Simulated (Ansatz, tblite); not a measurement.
# Sn21H32 off disc (Sn₂₁H₃₂): rung by rung

How do method and basis change the picture of Sn21H32 off disc (Sn₂₁H₃₂) (singlet)?

The runs use Ansatz 0.2.0, Gaussian basis; as each input shows.

Plan: GFN1-xTB, GFN2-xTB, PBE-D4/def2-TZVP, r2SCAN-D4/def2-TZVP, BHLYP-D4/def2-TZVP, PBE-D4/def2-SVP, PBE0-D4/def2-SVP, MP2/def2-TZVP.

2 further runs of the same task are left out: 1 for a known fault of the program, 1 set aside as unsound or not needed. Runs told in other sessions of the task aren't counted.

## 1. The geometry

The singlet was relaxed beforehand with PBE-D4/def2-SVP.

53 atoms, charge 0, spin multiplicity 1.

Bond lengths: Sn1–Sn12 2.814 Å, Sn1–Sn13 2.816 Å, Sn1–H22 1.738 Å, Sn1–H23 1.737 Å, Sn2–Sn11 2.815 Å, Sn2–Sn15 2.815 Å, Sn2–H24 1.740 Å, Sn2–H25 1.735 Å, Sn3–Sn14 2.818 Å, Sn3–Sn15 2.822 Å, Sn3–Sn16 2.820 Å, Sn3–H26 1.745 Å, Sn4–Sn11 2.823 Å, Sn4–Sn12 2.824 Å, Sn4–Sn14 2.821 Å, Sn4–Sn19 2.823 Å, Sn5–Sn13 2.817 Å, Sn5–Sn19 2.823 Å and more. Angles: Sn12–Sn1–Sn13 111.6°, Sn12–Sn1–H22 111.0°, Sn12–Sn1–H23 108.1°, Sn13–Sn1–H22 110.5°, Sn13–Sn1–H23 108.4°, H22–Sn1–H23 107.1°, Sn11–Sn2–Sn15 112.7°, Sn11–Sn2–H24 109.4°, Sn11–Sn2–H25 109.4°, Sn15–Sn2–H24 108.7°, Sn15–Sn2–H25 109.2°, H24–Sn2–H25 107.2°, Sn14–Sn3–Sn15 107.4°, Sn14–Sn3–Sn16 111.2°, Sn14–Sn3–H26 109.5°, Sn15–Sn3–Sn16 111.1°, Sn15–Sn3–H26 108.7°, Sn16–Sn3–H26 108.9° and more.

Sn takes a core potential in the def2 sets. No spin-orbit coupling is included.

PBE0-D4/def2-TZVP was run before; its log isn't repeated, and its numbers join the tables.

## 2. GFN1-xTB

Tight binding, by tblite at 300 K electronic temperature and without a spin-polarisation term:

```python
tblite.interface.Calculator('GFN1-xTB', numbers, positions, charge=0, uhf=0).singlepoint()
```

Energy -1911.7280 eV, HOMO -10.52 eV, LUMO -8.85 eV; 0.35 s.

## 3. GFN2-xTB

Tight binding, by tblite at 300 K electronic temperature and without a spin-polarisation term:

```python
tblite.interface.Calculator('GFN2-xTB', numbers, positions, charge=0, uhf=0).singlepoint()
```

Energy -1656.5236 eV, HOMO -10.83 eV, LUMO -9.73 eV; 0.75 s.

## 4. PBE-D4/def2-TZVP

start.molden holds the orbitals of an earlier run on this state, given as this run's starting guess.

Contents of in.yaml:

```yaml
crystal:
  periodic: [false, false, false]
  atoms:
    - {symbol: Sn, position_ang: [-5.328412, 2.028836, -0.885349]}
    - {symbol: Sn, position_ang: [-2.310272, -4.673684, 2.294418]}
    - {symbol: Sn, position_ang: [1.186590, -4.506071, -0.869188]}
    - {symbol: Sn, position_ang: [-2.057127, -1.225749, -0.947085]}
    - {symbol: Sn, position_ang: [-2.042211, 2.041668, 2.297041]}
    - {symbol: Sn, position_ang: [1.207787, -1.209188, 2.296381]}
    - {symbol: Sn, position_ang: [1.227926, 2.057642, -0.946488]}
    - {symbol: Sn, position_ang: [-2.028554, 5.326489, -0.884853]}
    - {symbol: Sn, position_ang: [4.507274, -1.188493, -0.868573]}
    - {symbol: Sn, position_ang: [4.673774, 2.309467, 2.296132]}
    - {symbol: Sn, position_ang: [-3.693024, -2.743965, 0.780859]}
    - {symbol: Sn, position_ang: [-3.811651, 0.321259, -2.528646]}
    - {symbol: Sn, position_ang: [-3.679982, 3.678928, 0.693349]}
    - {symbol: Sn, position_ang: [-0.513549, -2.983462, -2.523007]}
    - {symbol: Sn, position_ang: [-0.450789, -6.127535, 0.759748]}
    - {symbol: Sn, position_ang: [2.844837, -2.845408, 0.694440]}
    - {symbol: Sn, position_ang: [-0.319924, 3.811079, -2.528216]}
    - {symbol: Sn, position_ang: [2.986581, 0.513980, -2.521674]}
    - {symbol: Sn, position_ang: [-0.416329, 0.417384, 0.658081]}
    - {symbol: Sn, position_ang: [2.746123, 3.693797, 0.781309]}
    - {symbol: Sn, position_ang: [6.126876, 0.448076, 0.763057]}
    - {symbol: H, position_ang: [-6.426473, 2.989322, -1.829780]}
    - {symbol: H, position_ang: [-6.292680, 1.044111, 0.172340]}
    - {symbol: H, position_ang: [-3.449904, -5.787823, 2.992854]}
    - {symbol: H, position_ang: [-1.484255, -3.894658, 3.605873]}
    - {symbol: H, position_ang: [2.189565, -5.536916, -1.856524]}
    - {symbol: H, position_ang: [-3.010548, 1.029303, 3.326615]}
    - {symbol: H, position_ang: [-1.031391, 3.010391, 3.327825]}
    - {symbol: H, position_ang: [0.202455, -2.177823, 3.330957]}
    - {symbol: H, position_ang: [2.178325, -0.204127, 3.329441]}
    - {symbol: H, position_ang: [-2.987852, 6.426029, -1.828857]}
    - {symbol: H, position_ang: [-1.043113, 6.289266, 0.173548]}
    - {symbol: H, position_ang: [5.538557, -2.191449, -1.855641]}
    - {symbol: H, position_ang: [3.893907, 1.484221, 3.607630]}
    - {symbol: H, position_ang: [5.788249, 3.448960, 2.994212]}
    - {symbol: H, position_ang: [-4.899988, -3.561333, -0.169162]}
    - {symbol: H, position_ang: [-4.548036, -1.664785, 1.844529]}
    - {symbol: H, position_ang: [-4.873347, -0.756110, -3.386752]}
    - {symbol: H, position_ang: [-2.935508, 1.237699, -3.713631]}
    - {symbol: H, position_ang: [-4.686827, 4.686471, 1.699719]}
    - {symbol: H, position_ang: [-1.589775, -4.055593, -3.371653]}
    - {symbol: H, position_ang: [0.380106, -2.095902, -3.718197]}
    - {symbol: H, position_ang: [-1.332297, -7.215875, -0.270308]}
    - {symbol: H, position_ang: [0.527742, -7.111281, 1.806142]}
    - {symbol: H, position_ang: [3.849155, -3.851420, 1.706528]}
    - {symbol: H, position_ang: [-1.236220, 2.934225, -3.712555]}
    - {symbol: H, position_ang: [0.756130, 4.873500, -3.387398]}
    - {symbol: H, position_ang: [2.099328, -0.377644, -3.718688]}
    - {symbol: H, position_ang: [4.060207, 1.590459, -3.367980]}
    - {symbol: H, position_ang: [1.666471, 4.547791, 1.845439]}
    - {symbol: H, position_ang: [3.563246, 4.900869, -0.168834]}
    - {symbol: H, position_ang: [7.108729, -0.530915, 1.810690]}
    - {symbol: H, position_ang: [7.217200, 1.327991, -0.266322]}
basis:
  gaussian: {orbitals: def2-TZVP, fitting: {mean_field: def2-universal-jkfit}, initial_orbitals: start.molden}
hamiltonian: {xc: pbe, dispersion: d4}
scf: {omitted_lower_state_checks: [starts]}
output: {forces: true, orbitals: {seedname: orbitals}}
```

The run is started by

```sh
ansatz run in.yaml --threads 11 --pin off --events-out ev --progress --plain --max-ram 174080MiB --backend cuda --devices 0, --max-vram 75GiB
```

The runs that follow: r2SCAN-D4/def2-TZVP; BHLYP-D4/def2-TZVP; PBE-D4/def2-SVP; PBE0-D4/def2-SVP; MP2/def2-TZVP.

Q: Predict the results of all the runs planned. Wanted: gap in def2-TZVP, named functionals, smallest and largest; correlation energy, MP2/def2-TZVP; binding an atom, functionals in def2-TZVP; PBE0 total energy, smallest basis above largest.

The runs gave:

| quantity | value |
| --- | --- |
| gap in def2-TZVP, named functionals, smallest and largest | 2.87 eV (PBE-D4), 5.83 eV (BHLYP-D4) |
| correlation energy, MP2/def2-TZVP | -186.40 eV |
| binding an atom, functionals in def2-TZVP | 2.44 (PBE-D4) to 2.45 eV (r2SCAN-D4) |
| PBE0 total energy, smallest basis above largest | 3.91 eV (def2-SVP, def2-TZVP) |

In words: Over the named functionals in def2-TZVP the gap runs from 2.87 eV (PBE-D4) to 5.83 eV (BHLYP-D4); exact exchange widens it.
